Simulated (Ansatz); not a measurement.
# BFH₃OPSi, SMILES FB1OP[SiH2]1: vertical energies of changing the electron count

Program: Ansatz 0.2.0, Python API.

`bfh3opsi.xyz`
```text
8

F    -0.07760    2.58620    0.10080
B     0.12590    1.23410    0.36470
O    -0.34880    0.33950    1.47390
P    -0.83610   -1.12410    0.75240
Si    0.15040   -0.28230   -0.87550
H     0.22540   -1.90370    1.20770
H     1.51260   -0.85790   -1.03130
H    -0.65950   -0.04900   -2.04850
```

Typed at the interpreter:
```pycon
>>> import ansatz as az
>>> BASIS = "def2-SVPD"
>>> FUNCTIONAL = "PBE"
>>> def single_point(molecule, charge=0, unpaired=0):
...     calc = (
...         molecule.calculation()
...         .basis(gaussian=BASIS)
...         .functional(FUNCTIONAL)
...     )
...     if charge:
...         calc = calc.charge(charge)
...     if unpaired:
...         calc = calc.spin("collinear", total=unpaired)
...     report = calc.run().report
...     if report["published_state_doubts"]:
...         print("  doubts:", report["published_state_doubts"])
...     return report["free_energy_ev"]
...
>>> molecule = az.Crystal.molecule_from_extxyz("bfh3opsi.xyz")
>>> parent = single_point(molecule, 0, 0)
>>> cation = single_point(molecule, 1, 1)
>>> print(f"E(N)   = {parent:.5f} eV")
E(N)   = -22633.12722 eV
>>> print(f"E(N-1) = {cation:.5f} eV  (1 unpaired)")
E(N-1) = -22623.84165 eV  (1 unpaired)
>>> print(f"vertical ionisation energy {cation - parent:.3f} eV")
vertical ionisation energy 9.286 eV
```

At this unrelaxed geometry removing an electron costs 9.29 eV.

Notes:
- Total energies depend on the basis set; only differences at equal settings carry meaning.
- The geometry is a force-field or estimated start, not a minimum of this method, and the basis set is short of its limit. All parts are taken at fixed geometry, without zero-point energy. At an unrelaxed start these energies can be a whole eV from those at the minimum, and a small affinity can change sign.
- Run time: 13 s on 1 thread of Intel(R) Xeon(R) Platinum 8488C (Sapphire Rapids), on a shared host, peak memory 0.3 GiB.
